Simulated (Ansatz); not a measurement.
## Ti on several prototypes: a ranking of structure types by relaxed energy, step by step

With the Python package of Ansatz (0.2.0).

At the Python prompt:
```pycon
>>> import warnings
>>> import ansatz as az
>>> import numpy as np
>>> import pandas as pd
>>> import spglib
>>> config = {
...     "cutoff": 550,
...     "xc": "r2SCAN",
...     "tolerance": 1e-10,
...     "kspacing": 0.14,
...     "smearing": "fermi_dirac",
...     "sigma": 0.05,
... }
>>> def sc(first, a):
...     return (
...         az.Lattice.cubic(a)
...         .space_group(221)
...         .atom(first, (0, 0, 0))
...     )
...
>>> def fcc(A, a):
...     return (
...         az.Lattice.fcc(a)
...         .space_group(225)
...         .atom(A, (0, 0, 0))
...         .primitive()
...     )
...
>>> def bcc(A, a):
...     return az.Crystal.bcc(A, a=a)
...
>>> def diamond(a_site, a):
...     return (
...         az.Lattice.fcc(a)
...         .space_group(227, origin_choice=1)
...         .atom(a_site, (0, 0, 0))
...         .primitive()
...     )
...
>>> def solve(name, crystal):
...     calc = (
...         crystal.calculation()
...         .basis(config["cutoff"])
...         .functional(config["xc"])
...         .scf(tolerance=config["tolerance"])
...         .kpoints(spacing=config["kspacing"])
...         .occupations(config["smearing"], width=config["sigma"])
...         .stress()
...         .band_table()
...     )
...     calc = calc.relax(force_tolerance=0.03, cell=True)
...     return calc.run(threads=1)
...
>>> def pressure_gpa(outcome):
...     return float(np.trace(outcome.report["stress_gpa"]) / 3)
...
>>> def space_group(outcome):
...     sites = outcome.report["lattice"]["sites"]
...     kinds = sorted({site["symbol"] for site in sites})
...     cell = (outcome.lattice.cell_ang, [site["position_frac"] for site in sites], [kinds.index(site["symbol"]) for site in sites])
...     return spglib.get_spacegroup(cell, symprec=0.01)
...
>>> def volume_per_atom(outcome):
...     return abs(np.linalg.det(outcome.lattice.cell_ang)) / len(outcome.lattice.sites)
...
>>> # a is a first guess in angstrom
>>> warnings.simplefilter("ignore", az.DeckWarning)
>>> phases = {}
>>> phases["sc"] = sc("Ti", 2.69)
>>> phases["fcc"] = fcc("Ti", 4.13)
>>> phases["bcc"] = bcc("Ti", 3.28)
>>> phases["diamond"] = diamond("Ti", 5.68)
>>> done = {}
>>> for name, crystal in phases.items():
...     try:
...         done[name] = solve(name, crystal)
...     except az.NonConvergedError as error:
...         print(name, "did not converge:", str(error)[:120])
...
>>> energy = {name: o.report["energy_sigma0_ev"] / len(o.lattice.sites) for name, o in done.items()}
>>> lowest = min(energy.values())
>>> rows = [(name, len(o.lattice.sites), 1000 * (energy[name] - lowest), pressure_gpa(o), space_group(o), volume_per_atom(o)) for name, o in done.items()]
>>> rows.sort(key=lambda row: row[2])
>>> print(pd.DataFrame(rows, columns=["phase", "atoms", "dE (meV/atom)", "P (GPa)", "space group", "V (A^3/atom)"]).round(4).to_string(index=False))
  phase  atoms  dE (meV/atom)  P (GPa) space group  V (A^3/atom)
    fcc      1         0.0000  -0.0296 Fm-3m (225)       17.3693
    bcc      1        64.7734  -0.0086 Im-3m (229)       17.2127
     sc      1       839.8491  -0.0303 Pm-3m (221)       18.0941
diamond      2      2509.2459  -0.0061 Fd-3m (227)       21.3579
```

By space group at the end of each run: Fm-3m (+0 meV an atom, 17.4 Å³), Im-3m (+65 meV an atom, 17.2 Å³), Pm-3m (+840 meV an atom, 18.1 Å³) and Fd-3m (+2509 meV an atom, 21.4 Å³).

Reading the output:
- Pressure is positive in compression.
- The cells are built on prototypes, so most aren't the phase found in nature. Rows bear the name of their start, and a relaxation keeps or raises the symmetry. Differences under 10 to 15 meV an atom lie within the error of mesh and functional.
- Hardware and time: 2.7 min on 1 thread of Intel(R) Xeon(R) Platinum 8259CL CPU @ 2.50GHz (Skylake/Cascade Lake), on a shared host, peak memory 0.75 GiB.
